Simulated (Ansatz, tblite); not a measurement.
# The cluster Pb₅+: rung by rung

How do method and basis change the picture of the cluster Pb₅+ (doublet)?

Method: as each input shows; program: Ansatz 0.2.0, Gaussian basis.

Plan: GFN1-xTB, GFN2-xTB, PBE-D4/def2-TZVP, r2SCAN-D4/def2-TZVP, HF/def2-TZVP, BHLYP-D4/def2-TZVP, HSE06-D4/def2-TZVP, PBE-D4/def2-SVP, PBE0-D4/def2-SVP, CCSD(T)/def2-SVP, MP2/def2-TZVP.

5 further runs of the same task are left out: 5 set aside as unsound or not needed. Runs told in other sessions of the task aren't counted.

### 1 The geometry

The geometry is that of the doublet, from an earlier relaxation (r2SCAN-D4/def2-SVP). At that level it is the lowest of the isomers that a small search found.

5 atoms, charge 1, spin multiplicity 2.

Bond lengths: Pb1–Pb3 3.160 Å, Pb1–Pb4 3.007 Å, Pb2–Pb3 3.007 Å, Pb2–Pb4 3.187 Å, Pb2–Pb5 3.000 Å, Pb4–Pb5 3.001 Å. Angles: Pb3–Pb1–Pb4 70.2°, Pb3–Pb2–Pb4 69.8°, Pb3–Pb2–Pb5 119.7°, Pb4–Pb2–Pb5 57.9°, Pb1–Pb3–Pb2 70.3°, Pb1–Pb4–Pb2 69.9°, Pb1–Pb4–Pb5 119.7°, Pb2–Pb4–Pb5 57.9°, Pb2–Pb5–Pb4 64.1°.

Pb takes a core potential in the def2 sets. No spin-orbit coupling is included. The ion is computed in the gas phase, without counter-ions or solvent.

PBE0-D4/def2-TZVP was run before; its log isn't repeated, and its numbers join the tables.

### 2 GFN1-xTB

Tight binding, by tblite at 300 K electronic temperature and without a spin-polarisation term:

```python
tblite.interface.Calculator('GFN1-xTB', numbers, positions, charge=1, uhf=1).singlepoint()
```

Energy -210.8542 eV; 0.002 s.

### 3 GFN2-xTB

Tight binding, by tblite at 300 K electronic temperature and without a spin-polarisation term:

```python
tblite.interface.Calculator('GFN2-xTB', numbers, positions, charge=1, uhf=1).singlepoint()
```

Energy -304.7249 eV; 0.003 s.

### 4 PBE-D4/def2-TZVP

start.molden holds the orbitals of an earlier run on this state, given as this run's starting guess.

in.yaml reads:

```yaml
crystal:
  periodic: [false, false, false]
  atoms:
    - {symbol: Pb, position_ang: [-1.280310, 1.624456, 1.424698]}
    - {symbol: Pb, position_ang: [0.648967, -1.293876, 0.807988]}
    - {symbol: Pb, position_ang: [1.830297, 1.470262, 0.890156]}
    - {symbol: Pb, position_ang: [-0.773091, 0.574184, -1.346567]}
    - {symbol: Pb, position_ang: [-0.425863, -2.375036, -1.776275]}
basis:
  gaussian: {orbitals: def2-TZVP, initial_orbitals: start.molden}
total_charge: 1
magnetization: {spin_polarized: true, initial_magnetization: 1}
hamiltonian: {xc: pbe, dispersion: d4}
scf: {omitted_lower_state_checks: [starts]}
output: {forces: true, orbitals: {seedname: orbitals}}
```

The run is started by

```bash
> ansatz run in.yaml --threads 4 --pin off --events-out ev --progress --plain --max-ram 4787MiB
```

The runs that follow: r2SCAN-D4/def2-TZVP; HF/def2-TZVP; BHLYP-D4/def2-TZVP; HSE06-D4/def2-TZVP; PBE-D4/def2-SVP; PBE0-D4/def2-SVP; CCSD(T)/def2-SVP; MP2/def2-TZVP.

Q: Predict the results of all the runs planned. Wanted: gap in def2-TZVP, named functionals and Hartree-Fock, smallest and largest; correlation energy, CCSD(T)/def2-SVP; correlation energy, MP2/def2-TZVP; ⟨S²⟩ in def2-TZVP, named functionals and Hartree-Fock, smallest and largest; PBE0 total energy, smallest basis above largest.

The runs gave:

| quantity | value |
| --- | --- |
| gap in def2-TZVP, named functionals and Hartree-Fock, smallest and largest | 0.57 eV (PBE-D4), 5.68 eV (HF) |
| correlation energy, CCSD(T)/def2-SVP | -14.22 eV |
| correlation energy, MP2/def2-TZVP | -54.27 eV |
| ⟨S²⟩ in def2-TZVP, named functionals and Hartree-Fock, smallest and largest | 0.767, 1.728 |
| PBE0 total energy, smallest basis above largest | 0.74 eV (def2-SVP, def2-TZVP) |

What this shows: Over the named functionals and Hartree-Fock in def2-TZVP the gap runs from 0.57 eV (PBE-D4) to 5.68 eV (HF); exact exchange widens it. Over the named functionals and Hartree-Fock in def2-TZVP spin contamination reaches 0.98 (HF), so some levels may describe another state. Notes on CCSD(T)/def2-SVP: spin contamination.
